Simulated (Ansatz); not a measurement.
# F2H2Se2Si: the cost of one run

Computed with Ansatz 0.2.0, Gaussian basis. Level: the settings change from run to run.

**1. The molecule**

The structure was relaxed beforehand with PBE0-D4/def2-TZVP.

7 atoms, charge 0, spin multiplicity 1.

Atoms are counted from 1 here; the program's logs count them from 0.

Bond lengths: F1–Si2 1.585 Å, Si2–F3 1.585 Å, Si2–Se4 2.249 Å, Si2–Se5 2.249 Å, Se4–H6 1.469 Å, Se5–H7 1.469 Å. Angles: F1–Si2–F3 106.6°, F1–Si2–Se4 113.0°, F1–Si2–Se5 104.1°, F3–Si2–Se4 104.1°, F3–Si2–Se5 113.0°, Se4–Si2–Se5 116.0°, Si2–Se4–H6 91.2°, Si2–Se5–H7 91.2°.

**2. B2GP-PLYP/aug-pcseg-2**

Set apart from the defaults: a grid of angular degree 11.

The input, in.yaml:

```yaml
crystal:
  periodic: [false, false, false]
  atoms:
    - {symbol: F, position_ang: [1.266503, -0.660502, 1.466380]}
    - {symbol: Si, position_ang: [0.259416, -0.556723, 0.247272]}
    - {symbol: F, position_ang: [-0.020463, -2.039952, -0.235338]}
    - {symbol: Se, position_ang: [-1.766760, 0.214991, 0.843413]}
    - {symbol: Se, position_ang: [1.370392, 0.668701, -1.276025]}
    - {symbol: H, position_ang: [-1.227744, 1.566771, 1.042083]}
    - {symbol: H, position_ang: [0.179856, 0.738514, -2.133387]}
basis:
  gaussian: {orbitals: aug-pcseg-2, final_grid: {core_spheres: 5, valence_spheres: 4, degree: 11}}
hamiltonian: {xc: {name: B2GP-PLYP}}
output: {forces: true}
```

Started as:

```
> ansatz run in.yaml --threads 4 --pin off --events-out ev --progress --plain --max-ram 10444MiB
```

What time and memory should one allow on 4 threads of Intel Xeon Platinum 8175M at 2.50GHz, shared host?

About 27 s, with a peak of 1.5 GiB.
